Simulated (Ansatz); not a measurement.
# CH5F3Si2: small, medium and large basis sets

The task here is to estimate one member of a computed series from the others.

Computed with Ansatz 0.2.0, Gaussian basis. Level: one geometry, several basis sets.

The runs, in order: PBE0-D4/def2-SVP; ωB97M-V/def2-SVP; PBE0-D4/def2-QZVPP; ωB97M-V/def2-QZVPP; the functionals' def2-TZVPP values are taken from earlier runs.

### The relaxed structure

An earlier PBE0-D4 in a triple-zeta def2 set relaxation fixed the geometry.

SMILES `F[SiH2]C[SiH](F)F`, 11 atoms, charge 0, spin multiplicity 1.

Atoms are counted from 1 here; the program's logs count them from 0.

Bond lengths: F1–Si2 1.602 Å, Si2–C3 1.863 Å, Si2–H7 1.481 Å, Si2–H8 1.481 Å, C3–Si4 1.841 Å, C3–H9 1.097 Å, C3–H10 1.097 Å, Si4–F5 1.589 Å, Si4–F6 1.589 Å, Si4–H11 1.475 Å. Angles: F1–Si2–C3 108.2°, F1–Si2–H7 107.6°, F1–Si2–H8 107.6°, C3–Si2–H7 111.1°, C3–Si2–H8 111.1°, H7–Si2–H8 111.1°, Si2–C3–Si4 117.4°, Si2–C3–H9 108.2°, Si2–C3–H10 108.2°, Si4–C3–H9 107.7°, Si4–C3–H10 107.7°, H9–C3–H10 107.1°, C3–Si4–F5 109.5°, C3–Si4–F6 109.5°, C3–Si4–H11 114.7°, F5–Si4–F6 107.0°, F5–Si4–H11 107.9°, F6–Si4–H11 107.9°.

Geometry (Å):

| atom | x (Å) | y (Å) | z (Å) |
| --- | --- | --- | --- |
| F1 | -0.34994 | 2.04716 | -2.03197 |
| Si2 | 0.14793 | 1.45349 | -0.62951 |
| C3 | -0.36747 | -0.33415 | -0.54000 |
| Si4 | 0.08016 | -1.27063 | 0.98022 |
| F5 | 1.65742 | -1.24524 | 1.17542 |
| F6 | -0.55766 | -0.55899 | 2.25034 |
| H7 | 1.62219 | 1.58582 | -0.58485 |
| H8 | -0.49114 | 2.24691 | 0.44524 |
| H9 | -1.45731 | -0.38310 | -0.65381 |
| H10 | 0.06954 | -0.86042 | -1.39742 |
| H11 | -0.35372 | -2.68085 | 0.98633 |

The first run:

File in.yaml:

```yaml
crystal:
  periodic: [false, false, false]
  atoms:
    - {symbol: F, position_ang: [-0.349939, 2.047160, -2.031970]}
    - {symbol: Si, position_ang: [0.147928, 1.453487, -0.629512]}
    - {symbol: C, position_ang: [-0.367466, -0.334147, -0.539998]}
    - {symbol: Si, position_ang: [0.080158, -1.270627, 0.980221]}
    - {symbol: F, position_ang: [1.657419, -1.245243, 1.175421]}
    - {symbol: F, position_ang: [-0.557656, -0.558994, 2.250338]}
    - {symbol: H, position_ang: [1.622194, 1.585816, -0.584848]}
    - {symbol: H, position_ang: [-0.491144, 2.246907, 0.445244]}
    - {symbol: H, position_ang: [-1.457307, -0.383099, -0.653812]}
    - {symbol: H, position_ang: [0.069536, -0.860416, -1.397419]}
    - {symbol: H, position_ang: [-0.353723, -2.680853, 0.986335]}
basis:
  gaussian: {orbitals: def2-SVP}
hamiltonian: {xc: pbe0, dispersion: d4}
output: {orbitals: {seedname: orbitals}}
```

Started as:

```bash
ansatz run in.yaml --threads 4 --pin off --events-out ev --progress --plain --max-ram 10444MiB
```

Among the steps run: PBE0-D4 in def2-SVP; ωB97M-V in def2-SVP; PBE0-D4 in def2-QZVPP; ωB97M-V in def2-QZVPP.

One of the session's tables, all rows but one given; the rest of the session is left out.

It belongs to the step «Functionals by basis». 

| functional | basis | HOMO (eV) | LUMO (eV) |
| --- | --- | --- | --- |
| PBE0-D4 | def2-SVP | -9.26 | 0.46 |
| PBE0-D4 | def2-TZVPP | -9.31 | -0.01 |
| PBE0-D4 | def2-QZVPP | -9.33 | -0.16 |
| ωB97M-V | def2-SVP | ? | ? |
| ωB97M-V | def2-TZVPP | -11.52 | 1.74 |
| ωB97M-V | def2-QZVPP | -11.54 | 1.35 |

Estimate the missing values for ωB97M-V, def2-SVP.

The run gave: HOMO (eV): -11.44; LUMO (eV): 2.38. In the column «HOMO (eV)» it lies between ωB97M-V, def2-TZVPP (-11.52) and PBE0-D4, def2-QZVPP (-9.33).
